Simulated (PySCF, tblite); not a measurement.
**3-acetoxypyridine: infrared bands and NMR shifts**

What infrared bands and NMR shifts should 3-acetoxypyridine (`CC(=O)Oc1cccnc1`) show?

The runs use tblite 0.8.0 and PySCF 2.14.0, with density-fitted response routines of our own; the level of theory stands in each step. All values are computed, except where a source is named. Atoms count from 0, in the outputs and in this text.

## Step 1: The molecule as given

17 atoms, charge 0, multiplicity 1; geometry from: GFN2-xTB.

Bonds of the start (Å): C0–C1 1.50, C1–O2 1.20, C1–O3 1.35, O3–C4 1.38, C4–C5 1.39, C5–C6 1.39, C6–C7 1.39, C7–N8 1.32, N8–C9 1.32, C9–C4 1.39, C0–H10 1.09, C0–H11 1.09, C0–H12 1.09, C5–H13 1.08, C6–H14 1.08, C7–H15 1.08, C9–H16 1.08.

## Step 2: Infrared spectrum with GFN2-xTB

Job settings and geometry (Å):

```
{"job": {"kind": "ir", "xc": "GFN2-xTB", "basis": "xTB"}, "charge": 0, "multiplicity": 1}
C      3.277692     0.216583    -0.047481
C      1.878582     0.064181     0.483614
O      1.586588    -0.165918     1.623518
O      0.991312     0.232898    -0.518082
C     -0.372637     0.107937    -0.319679
C     -0.958991    -0.805356     0.546822
C     -2.343164    -0.844072     0.609399
C     -3.073791     0.017552    -0.192621
N     -2.513334     0.877661    -1.027382
C     -1.199053     0.924562    -1.091083
H      3.967162     0.361431     0.778448
H      3.548303    -0.689688    -0.586168
H      3.325821     1.052056    -0.739938
H     -0.357588    -1.460620     1.156258
H     -2.839060    -1.536263     1.271596
H     -4.154945     0.023394    -0.173776
H     -0.769896     1.635692    -1.783355
```

**Question.** This job is followed by: GIAO PBE0/pcSseg-1 NMR shielding, non-relativistic, gas phase. What will the session give for the following? strongest single infrared mode (GFN2-xTB); zero-point energy (GFN2-xTB); 13C shifts against TMS (PBE0/pcSseg-1); 1H shifts against TMS (PBE0/pcSseg-1, means over atoms taken as alike); 17O shifts against H2O (PBE0/pcSseg-1); 15N shifts against NH3 (PBE0/pcSseg-1).

As calculated:

| quantity | value |
| --- | --- |
| strongest single infrared mode (GFN2-xTB) | 1167 cm⁻¹, 551 km/mol |
| zero-point energy (GFN2-xTB) | 78.9 kcal/mol |
| 13C shifts against TMS (PBE0/pcSseg-1) | 174.3, 154.3, 152.0, 147.3, 134.8, 127.9, 24.4 ppm |
| 1H shifts against TMS (PBE0/pcSseg-1, means over atoms taken as alike) | 8.78, 8.75, 8.42, 7.46, 2.34 ppm |
| 17O shifts against H2O (PBE0/pcSseg-1) | 450.4, 239.7 ppm |
| 15N shifts against NH3 (PBE0/pcSseg-1) | 362.9 ppm |

**Reading.** No mode is imaginary among the 45: a minimum at this level. The strongest single mode, at 1167 cm⁻¹, moves mainly C1. Unscaled tight-binding wavenumbers are off by several per cent, some by more. Its intensities can rank the bands wrongly. C1 (ester carbonyl carbon) lies farthest downfield among carbon, at 174.3 ppm; it is a carbonyl in resonance with an O or N lone pair, the region of acids, esters and amides. NICS(1)zz of -28 ppm above the planar ring from C4 marks a diatropic (aromatic) ring current.
